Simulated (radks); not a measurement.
# Zn⁴⁺ in [Ar] 3d8: an all-electron calculation

An exercise on one series of results from a longer session: the logs are not shown, and one member is left open.

Method: scalar-relativistic Kohn-Sham, PBE, spin-polarised, spherical densities, point nucleus; open shells are filled with parallel spins first. Code: radks (a radial shooting solver on a logarithmic mesh, Libxc functionals) version 1.

### The system

| Property | Result |
| --- | --- |
| element | zinc (Z = 30) |
| charge | +4 |
| electrons | 26 |
| configuration | [Ar] 3d8 |

Outer shells as boxes (Hund's rule):

Zn⁴⁺
```
[Ar] core
3d [↑↓][↑↓][↑↓][↑ ][↑ ]
```

Set-up of the first run:

Settings of this run:

```text
Z 30
configuration [Ar] 3d8 4s0 4p0 4d0 4f0
relativity scalar-relativistic
functional pbe,pbe
spin polarised
nucleus point
c 137.035999084
```

One of the session's tables, all rows but one given; the rest of the session is left out.

It belongs to the step «Orbitals and density». Radial moments (bohr):

| level | <r> | outermost maximum (interpolated) | 90 % within | nodes |
| --- | --- | --- | --- | --- |
| 1s down | 0.05031 | 0.0329 | 0.0899 | 0 |
| 1s up | 0.05031 | 0.0329 | 0.0899 | 0 |
| 2s up | 0.2263 | 0.189 | 0.350 | 1 |
| 2s down | 0.2261 | 0.189 | 0.350 | 1 |
| 2p up | 0.1984 | 0.152 | 0.324 | 0 |
| 2p down | 0.1982 | 0.152 | 0.324 | 0 |
| 3s up | 0.6714 | 0.585 | 1.00 | 2 |
| 3s down | 0.6728 | 0.586 | 1.00 | 2 |
| 3p up | 0.6959 | 0.588 | 1.07 | 1 |
| 3p down | 0.6982 | 0.589 | 1.07 | 1 |
| 3d up | 0.7692 | 0.549 | 1.28 | 0 |
| 3d down | 0.7785 | 0.552 | 1.30 | 0 |
| 4s up | 1.847 | 1.66 | 2.67 | 3 |
| 4s down | 1.862 | 1.68 | 2.69 | 3 |
| 4p up | 2.078 | 1.86 | 3.02 | 2 |
| 4p down | ? | ? | ? | ? |

Q: Estimate the row for 4p down from the others.

**Answer.** <r>: 2.098; outermost maximum (interpolated): 1.88; 90 % within: 3.05; nodes: 2. In the column «<r>» it is the highest.

Limits of these values: Open shells are spherical and high-spin; term and fine-structure splittings are not resolved.
